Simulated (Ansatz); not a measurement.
# C12H10: how energies converge with the basis set

An exercise on one series of results from a longer session: the logs are not shown, and one member is left open.

Computed with Ansatz 0.2.0, Gaussian basis. Level: one geometry, several basis sets.

Plan: PBE0-D4/def2-SVP; ωB97M-V/def2-SVP; PBE0-D4/def2-QZVPP; ωB97M-V/def2-QZVPP; the functionals' def2-TZVPP values are taken from earlier runs.

## Structure used throughout

The geometry comes from an earlier relaxation with PBE0-D4 in a triple-zeta def2 set; it is a stationary point, not always the lowest conformer.

22 atoms, charge 0, spin multiplicity 1.

Atoms are counted from 1 here; the program's logs count them from 0.

Bond lengths: C1–C2 1.387 Å, C1–C12 1.387 Å, C1–H13 1.084 Å, C2–C3 1.385 Å, C2–H14 1.084 Å, C3–C4 1.395 Å, C3–H15 1.084 Å, C4–C5 1.474 Å, C4–C11 1.395 Å, C5–C6 1.395 Å, C5–C10 1.395 Å, C6–C7 1.385 Å, C6–H16 1.084 Å, C7–C8 1.387 Å, C7–H17 1.084 Å, C8–C9 1.387 Å, C8–H18 1.084 Å, C9–C10 1.385 Å and more. Angles: C2–C1–C12 119.5°, C2–C1–H13 120.3°, C12–C1–H13 120.3°, C1–C2–C3 120.2°, C1–C2–H14 120.1°, C3–C2–H14 119.7°, C2–C3–C4 120.9°, C2–C3–H15 119.7°, C4–C3–H15 119.4°, C3–C4–C5 120.9°, C3–C4–C11 118.3°, C5–C4–C11 120.9°, C4–C5–C6 120.9°, C4–C5–C10 120.9°, C6–C5–C10 118.3°, C5–C6–C7 120.9°, C5–C6–H16 119.4°, C7–C6–H16 119.7° and more.

The first run:

in.yaml reads:

```yaml
crystal:
  periodic: [false, false, false]
  atoms:
    - {symbol: C, position_ang: [1.957544, -1.836242, -2.297785]}
    - {symbol: C, position_ang: [1.346649, -2.479033, -1.231288]}
    - {symbol: C, position_ang: [0.577791, -1.759863, -0.331365]}
    - {symbol: C, position_ang: [0.404027, -0.383779, -0.477882]}
    - {symbol: C, position_ang: [-0.414012, 0.381061, 0.480484]}
    - {symbol: C, position_ang: [-1.587011, -0.157453, 1.009030]}
    - {symbol: C, position_ang: [-2.356269, 0.560861, 1.909275]}
    - {symbol: C, position_ang: [-1.967442, 1.833503, 2.300462]}
    - {symbol: C, position_ang: [-0.802863, 2.380824, 1.782774]}
    - {symbol: C, position_ang: [-0.034860, 1.661808, 0.882010]}
    - {symbol: C, position_ang: [1.024163, 0.250064, -1.554442]}
    - {symbol: C, position_ang: [1.792630, -0.468114, -2.455467]}
    - {symbol: H, position_ang: [2.559067, -2.398595, -3.002507]}
    - {symbol: H, position_ang: [1.476336, -3.546595, -1.093866]}
    - {symbol: H, position_ang: [0.124364, -2.266021, 0.513414]}
    - {symbol: H, position_ang: [-1.911302, -1.141454, 0.689629]}
    - {symbol: H, position_ang: [-3.269444, 0.127383, 2.301200]}
    - {symbol: H, position_ang: [-2.568946, 2.395858, 3.005197]}
    - {symbol: H, position_ang: [-0.485322, 3.371264, 2.088696]}
    - {symbol: H, position_ang: [0.886896, 2.087167, 0.501383]}
    - {symbol: H, position_ang: [0.880123, 1.314836, -1.699200]}
    - {symbol: H, position_ang: [2.258584, 0.042522, -3.290651]}
basis:
  gaussian: {orbitals: def2-SVP}
hamiltonian: {xc: pbe0, dispersion: d4}
output: {orbitals: {seedname: orbitals}}
```

Run with:

```sh
$ ansatz run in.yaml --threads 4 --pin off --events-out ev --progress --plain --max-ram 66560MiB --backend cpu
```

Steps of the session up to this table: PBE0-D4 in def2-SVP; ωB97M-V in def2-SVP; PBE0-D4 in def2-QZVPP; ωB97M-V in def2-QZVPP.

One of the session's tables, all rows but one given; the rest of the session is left out.

It belongs to the step «Density functionals: the series». 

```
functional       basis  HOMO (eV)
   PBE0-D4    def2-SVP      -6.58
   PBE0-D4  def2-TZVPP      -6.59
   PBE0-D4  def2-QZVPP      -6.61
   ωB97M-V    def2-SVP      -8.54
   ωB97M-V  def2-TZVPP      -8.56
   ωB97M-V  def2-QZVPP          ?
```

Estimate the missing values for ωB97M-V, def2-QZVPP.

As computed: HOMO (eV): -8.57. In the column «HOMO (eV)» it is the lowest.
